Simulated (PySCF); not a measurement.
# GeCl+: bond curves at several levels of theory

An exercise on one series of results from a longer session: the logs are not shown, and one member is left open.

Program: PySCF 2.14.0. Level of theory: Ge def2-TZVPPD, Cl def2-TZVPPD, no relativity. These are calculated values, not measurements.

Set-up of the first run:

A driver script around PySCF takes these settings:

| Item | Value |
| --- | --- |
| atoms | Ge, Cl |
| charge | 1 |
| basis | Ge def2-TZVPPD, Cl def2-TZVPPD |
| Hamiltonian | no relativity |
| basis functions | 105 |
| electrons treated | 48 |
| masses in u | 73.9212, 34.9689 |
| levels | PBE0, PBE, r²SCAN, TPSSh, BLYP, revPBE, TPSS, B97-3, LC-ωPBE, HF, MP2, SCS-MP2, CCSD, CCSD(T) |
| grid | 80 radial by 434 angular points |
| occupations | held fixed by the projection of orbital angular momentum |
| dissociation limit | Ge+ + Cl, each in its ground configuration |
| starting distance in angstrom | 2.230 |
| values of 2S to try | 0, 2 |

Run with:

```sh
> OMP_NUM_THREADS=2 python dia.py task.json out
```

Steps of the session up to this table: Set-up; The PBE0 curve of the state that the search chose; Higher solutions at PBE0; PBE (GGA); r²SCAN (meta-GGA); TPSSh (hybrid meta-GGA); BLYP; revPBE (GGA); TPSS; B97-3; LC-ωPBE; RHF (mean field); Adding correlation.

One of the session's tables, all rows but one given; the rest of the session is left out.

```
      level  Re (Å)  ωe (cm⁻¹)  De (eV)
        RHF   2.055        526     3.16
    RHF-MP2   2.054        524     4.74
RHF-SCS-MP2   2.059        519     4.56
   RHF-CCSD   2.057        521     4.37
RHF-CCSD(T)   2.063        513     4.56
        PBE   2.083        486     4.95
     revPBE   2.090        481     4.72
       BLYP   2.101        469     4.69
       TPSS   2.077        491     4.83
     r²SCAN   2.061        508     4.88
      TPSSh       ?          ?        ?
       PBE0   2.061        511     4.71
      B97-3   2.074        502     4.68
    LC-ωPBE   2.038        536     4.47
```

**Question.** Estimate the row for TPSSh.

**Answer.** Re (Å): 2.068; ωe (cm⁻¹): 500; De (eV): 4.74. In the column «Re (Å)» it lies between RHF-CCSD(T) (2.063) and B97-3 (2.074).
